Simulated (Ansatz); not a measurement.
Write a Python script for Ansatz 0.2.0 through its Python package that makes a comparison of magnetic orders of FeNi₃, space group Fm-3m. Use (first run): LDA, PAW, the default cutoff (420 eV here), 7×7×7 k-points, Fermi-Dirac smearing of 0.05 eV, collinear spin.

```
CELL_PARAMETERS angstrom
0.00000 2.79037 2.79037
2.79037 0.00000 2.79037
2.79037 2.79037 0.00000
ATOMIC_POSITIONS crystal
Fe 0.00000 0.00000 0.00000
Ni 0.75000 0.75000 0.75000
Ni 0.25000 0.25000 0.25000
Ni 0.50000 0.50000 0.50000
```

The script, `orders_feni3.py`:
```python
"""Ferro, antiferro and non-magnetic states of FeNi3."""

import ansatz as az
import numpy as np


def count_gap(report):
    # lowest empty less highest filled band, counting bands; zero where they overlap
    return max(report.get("gap_by_band_count_ev") or 0.0, 0.0)

CELL = [
    (0.0, 2.79037, 2.79037),
    (2.79037, 0.0, 2.79037),
    (2.79037, 2.79037, 0.0),
]
ATOMS = [
    ("Fe", (0.0, 0.0, 0.0)),
    ("Ni", (0.75, 0.75, 0.75)),
    ("Ni", (0.25, 0.25, 0.25)),
    ("Ni", (0.5, 0.5, 0.5)),
]


def with_moments(moments):
    crystal = az.Crystal(lattice=az.Lattice.of(CELL))
    for (symbol, position), moment in zip(ATOMS, moments):
        crystal = crystal.atom(symbol, position, moment=moment or None)
    return crystal

# starting moments in muB, one an atom
orders = {
    "FM": [2.8, 1.2, 1.2, 1.2],
    "AFM": [2.8, 1.2, -1.2, -1.2],
    "AFM-alternating": [2.8, -1.2, 1.2, -1.2],
    "ferri": [2.8, 1.2, 1.2, -1.2],
}

rows = []
for label, moments in orders.items():
    calc = (
        with_moments(moments).calculation()
        .functional("lda")
        .kpoints(7, 7, 7)
        .occupations("fermi_dirac", width=0.05)
        .spin("collinear")
        .band_table()
    )
    data = calc.run().report
    rows.append((label, data["free_energy_ev"], data["magnetization_mub"], data["absolute_magnetization_mub"], max(abs(m) for m in data["site_moments_mub"]), count_gap(data)))
    print(label, "site moments:", [round(m, 2) for m in data["site_moments_mub"]])

# the same cell with no spin polarisation
plain = (
    with_moments([0] * len(ATOMS)).calculation()
    .functional("lda")
    .kpoints(7, 7, 7)
    .occupations("fermi_dirac", width=0.05)
    .band_table()
)
data = plain.run().report
rows.append(("NM", data["free_energy_ev"], 0.0, 0.0, 0.0, count_gap(data)))

lowest = min(row[1] for row in rows)
rows = [(row[0], 1000 * (row[1] - lowest) / 4, *row[2:]) for row in sorted(rows, key=lambda row: row[1])]
for row in rows:
    print("; ".join(f"{name} = {round(v, 4) if isinstance(v, float) else v}" for name, v in zip(["order", "meV/magnetic atom", "net muB", "absolute muB", "largest site muB", "gap by band count eV"], row)))
print("lowest of these starts:", rows[0][0])
```

```console
$ python orders_feni3.py
DeckWarning: basis.ecutwfc = 420 eV, auto-derived from the records' recommended cutoffs: set by Fe (normal level)
FM site moments: [2.72, 0.66, 0.66, 0.33]
RunWarning: the starting moments were not kept: 2 of 4 ended reversed and 2 kept their direction, counting a site from 0.1 μB. The largest reversed, site 2 (counted from 0, in the order of the [...]
AFM site moments: [2.72, 0.66, 0.66, 0.33]
AFM-alternating site moments: [2.72, 0.66, 0.66, 0.33]
ferri site moments: [2.72, 0.66, 0.66, 0.33]
order = AFM; meV/magnetic atom = 0.0; net muB = 4.3001; absolute muB = 4.5691; largest site muB = 2.7155; gap by band count eV = 0.0
order = FM; meV/magnetic atom = 0.0; net muB = 4.3001; absolute muB = 4.5691; largest site muB = 2.7155; gap by band count eV = 0.0
order = AFM-alternating; meV/magnetic atom = 0.0; net muB = 4.3001; absolute muB = 4.5691; largest site muB = 2.7155; gap by band count eV = 0.0
order = ferri; meV/magnetic atom = 0.0; net muB = 4.3001; absolute muB = 4.5691; largest site muB = 2.7155; gap by band count eV = 0.0
order = NM; meV/magnetic atom = 194.409; net muB = 0.0; absolute muB = 0.0; largest site muB = 0.0; gap by band count eV = 0.0
lowest of these starts: AFM
```
(Warnings from the package without file and line, shortened, repeats left out.)

In order of energy: ferromagnetic (+0.0 meV an atom, largest site moment 2.72 μB), ferromagnetic (+0.0 meV an atom, largest site moment 2.72 μB), ferromagnetic (+0.0 meV an atom, largest site moment 2.72 μB), ferromagnetic (+0.0 meV an atom, largest site moment 2.72 μB) and non-magnetic (+194.4 meV an atom, largest site moment 0.00 μB). These are the states reached from the starts typed.

Caveats:
- The SCF didn't keep the moments it started from (some shrank, vanished or turned); what is printed is the state reached.
- For a metal this k-point mesh is coarse: on a finer one energies can move by several to tens of meV an atom and pressures by half a GPa or more, differences at one mesh by less.
- A gap by band count of zero or less means overlapping bands, a metal.
- This cell is a computed structure, which may not be the phase found in nature.
- Levels are Kohn-Sham eigenvalues on this mesh.
- Each row is the state reached from that start at the given structure, not necessarily the lowest of its order; other orders weren't tried.
- Finished in 57 s on 1 thread of Arm Neoverse V2, with other jobs on the host, peak memory 0.52 GiB.
